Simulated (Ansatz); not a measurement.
# Co3Bi: magnetic order and moments

One table from this session's results is given with a row withheld; the runs are named, their logs left out.

Program: Ansatz 0.2.0. Level of theory: DFT PBE, scalar-relativistic, plane waves, PAW. These are calculated values, not measurements.

### Starting point

Symmetry: Fm-3m, No. 225, cubic system. Conventional cell: a = 6.324 Å, b = 6.324 Å, c = 6.324 Å, α = 90.00°, β = 90.00°, γ = 90.00°. Around Co (site symmetry -43m) lie 4 Co at 2.74 Å and 4 Bi at 2.74 Å. Co (site symmetry m-3m) has 8 Co at 2.74 Å as nearest neighbours. Bi (site symmetry m-3m) is surrounded by 8 Co at 2.74 Å.

As a file:

```cif
data_structure
_symmetry_space_group_name_H-M 'Fm-3m'
_symmetry_Int_Tables_number 225
_cell_length_a 6.3240
_cell_length_b 6.3240
_cell_length_c 6.3240
_cell_angle_alpha 90.000
_cell_angle_beta 90.000
_cell_angle_gamma 90.000
_cell_volume 252.91
loop_
_atom_site_label
_atom_site_type_symbol
_atom_site_symmetry_multiplicity
_atom_site_Wyckoff_symbol
_atom_site_fract_x
_atom_site_fract_y
_atom_site_fract_z
_atom_site_occupancy
Co1 Co 8 c 0.25000 0.75000 0.75000 1
Co2 Co 4 b 0.50000 0.00000 0.00000 1
Bi1 Bi 4 a 0.00000 0.00000 0.00000 1
```

The structure is invented: a known structure type filled with these elements, not a reported compound.

The first run:

(A quick probe on a coarse mesh, which set the mesh and smearing, is not shown.)

input.yaml

```yaml
crystal:
  lattice:
    - [0.0, 3.1619751678, 3.1619751678]
    - [3.1619751678, 0.0, 3.1619751678]
    - [3.1619751678, 3.1619751678, 0.0]
  atoms:
    - { symbol: Co, position: [0.25, 0.25, 0.25], spin: 1.67 }
    - { symbol: Co, position: [0.75, 0.75, 0.75], spin: 1.67 }
    - { symbol: Co, position: [0.5, 0.5, 0.5], spin: 1.94 }
    - { symbol: Bi, position: [0.0, 0.0, 0.0] }
basis:
  ecutwfc: 420
kpoints:
  mp_grid: { grid: [6, 6, 6] }
hamiltonian:
  xc: pbe
scf:
  occupations: { method: gaussian, width: 0.1 }
output:
  forces: true
  stress: true
  eigenvalues: true
  populations: true
magnetization:
  spin_polarized: true
relax:
  adjacent_minimum: "off"
  f_tol: 0.05
  max_steps: 80
  cell: { stress_tol: 0.5 }
```

The run is started by

```bash
$ ansatz run input.yaml --threads 1 --pin off --max-ram 2560MiB --backend cpu --events-out ev --progress --plain --runs-dir out
```

Among the steps run: Rough relaxation on the coarse mesh; The relaxation; Start: no spin polarisation; Start: ferromagnetic; Magnetic start: large parallel starting moments; Start: ferrimagnetic in the cell, signs ++-; Start: ferrimagnetic in the cell, signs +-+; Magnetic start: antiferromagnetic, doubled cell, propagation vector (0, 0, 1/2); Start: antiferromagnetic, doubled cell, propagation vector (0, 1/2, 1/2); Magnetic start: small parallel starting moments.

One of the session's tables, all rows but one given; the rest of the session is left out.

It belongs to the step «The magnetic starts in order of energy». 

```
                                                            start  energy above the lowest (meV/atom)  pressure (GPa)
                                                    ferromagnetic                                0.00             0.0
                                  large parallel starting moments                                0.00             0.0
                             ferrimagnetic in the cell, signs +-+                                0.00             0.0
                                  small parallel starting moments                                0.00             0.0
  antiferromagnetic, doubled cell, propagation vector (0, 0, 1/2)                                73.7            -1.6
antiferromagnetic, doubled cell, propagation vector (0, 1/2, 1/2)                                   ?               ?
                             ferrimagnetic in the cell, signs ++-                                 107            -3.9
                                                          no spin                                 163            -7.0
```

**Question.** Estimate the row for antiferromagnetic, doubled cell, propagation vector (0, 1/2, 1/2).

**Answer.** energy above the lowest (meV/atom): 92.3; pressure (GPa): -2.2. In the column «energy above the lowest (meV/atom)» it lies between antiferromagnetic, doubled cell, propagation vector (0, 0, 1/2) (73.7) and ferrimagnetic in the cell, signs ++- (107).

Limits of these values: Only these starts were tried, so a lower state is not ruled out. Warnings in the runs' records: seeded moment not kept.
